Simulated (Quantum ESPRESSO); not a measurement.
The system is Mo.

```
Mo
1.0
    -1.50000    1.50000    1.50000
     1.50000   -1.50000    1.50000
     1.50000    1.50000   -1.50000
Mo
1
Direct
  0.00000 0.00000 0.00000
```

The cell was built by a generator and needn't be a form met in nature.

Program: Quantum ESPRESSO 7.5. Alike in all runs: task single point; no spin polarisation; cell as given; k mesh 18 × 18 × 18; cutoff (eV) 612; smearing methfessel-paxton 0.1 eV.

Q: Order these runs on this cell by their pressure, lowest first.
A. level PBE; potentials or basis GBRV 1.5 PBE
B. level PBEsol; potentials or basis GBRV 1.5 PBEsol
C. level LDA; potentials or basis GBRV 1.5 LDA; form of the LDA correlation PZ81

A: C (39.8 GPa), B (45.4 GPa), A (55.5 GPa).

Caveats: a pressure of tens of GPa on the cell as given is suspect, and the run, the potentials or the cell itself is likely at fault.
